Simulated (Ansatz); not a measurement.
**C₃H₇ClSn: how energies converge with the basis set**

One table from this session's results is given with a row withheld; the runs are named, their logs left out.

The runs use Ansatz 0.2.0, Gaussian basis; one geometry, several basis sets.

The runs, in order: PBE0-D4/def2-SVP; ωB97M-V/def2-SVP; PBE0-D4/def2-QZVPP; ωB97M-V/def2-QZVPP; the functionals' def2-TZVPP values are taken from earlier runs.

### Structure used throughout

An earlier PBE0-D4 in a triple-zeta def2 set relaxation fixed the geometry. Sn takes the def2 core potential; no spin-orbit term is included.

SMILES `C[CH](C)[Sn][Cl]`, 12 atoms, charge 0, spin multiplicity 1.

Atoms are counted from 1 here; the program's logs count them from 0.

Bond lengths: C1–C2 1.522 Å, C1–H6 1.095 Å, C1–H7 1.094 Å, C1–H8 1.097 Å, C2–C3 1.522 Å, C2–Sn4 2.206 Å, C2–H9 1.098 Å, C3–H10 1.097 Å, C3–H11 1.095 Å, C3–H12 1.094 Å, Sn4–Cl5 2.384 Å. Angles: C2–C1–H6 112.7°, C2–C1–H7 111.1°, C2–C1–H8 110.9°, H6–C1–H7 107.7°, H6–C1–H8 106.9°, H7–C1–H8 107.3°, C1–C2–C3 111.8°, C1–C2–Sn4 110.7°, C1–C2–H9 109.3°, C3–C2–Sn4 110.7°, C3–C2–H9 109.3°, Sn4–C2–H9 104.8°, C2–C3–H10 110.9°, C2–C3–H11 112.7°, C2–C3–H12 111.1°, H10–C3–H11 106.9°, H10–C3–H12 107.3°, H11–C3–H12 107.7° and more.

Set-up of the first run:

Contents of in.yaml:

```yaml
crystal:
  periodic: [false, false, false]
  atoms:
    - {symbol: C, position_ang: [-0.741013, 0.247295, 1.089979]}
    - {symbol: C, position_ang: [-0.193123, -0.615105, -0.037854]}
    - {symbol: C, position_ang: [1.273106, -0.318136, -0.316693]}
    - {symbol: Sn, position_ang: [-1.400352, -0.367249, -1.867314]}
    - {symbol: Cl, position_ang: [-0.911201, 1.955395, -2.093945]}
    - {symbol: H, position_ang: [-1.784427, 0.016755, 1.329991]}
    - {symbol: H, position_ang: [-0.686101, 1.309344, 0.834880]}
    - {symbol: H, position_ang: [-0.162930, 0.101885, 2.011134]}
    - {symbol: H, position_ang: [-0.303706, -1.674024, 0.229282]}
    - {symbol: H, position_ang: [1.882526, -0.474603, 0.582178]}
    - {symbol: H, position_ang: [1.692750, -0.957909, -1.100342]}
    - {symbol: H, position_ang: [1.411569, 0.721255, -0.627397]}
basis:
  gaussian: {orbitals: def2-SVP}
hamiltonian: {xc: pbe0, dispersion: d4}
output: {orbitals: {seedname: orbitals}}
```

Launch:

```bash
> ansatz run in.yaml --threads 4 --pin off --events-out ev --progress --plain --max-ram 11315MiB
```

Among the steps run: PBE0-D4 in def2-SVP; ωB97M-V in def2-SVP; PBE0-D4 in def2-QZVPP; ωB97M-V in def2-QZVPP.

One of the session's tables, all rows but one given; the rest of the session is left out.

It belongs to the step «Functionals by basis». 

| functional | basis | HOMO (eV) | LUMO (eV) |
| --- | --- | --- | --- |
| PBE0-D4 | def2-SVP | -6.18 | -2.65 |
| PBE0-D4 | def2-TZVPP | -6.25 | -2.72 |
| PBE0-D4 | def2-QZVPP | -6.27 | -2.74 |
| ωB97M-V | def2-SVP | -8.20 | -0.84 |
| ωB97M-V | def2-TZVPP | -8.28 | -0.99 |
| ωB97M-V | def2-QZVPP | ? | ? |

Estimate the missing values for ωB97M-V, def2-QZVPP.

**Answer.** HOMO (eV): -8.31; LUMO (eV): -1.02. In the column «HOMO (eV)» it is the lowest.
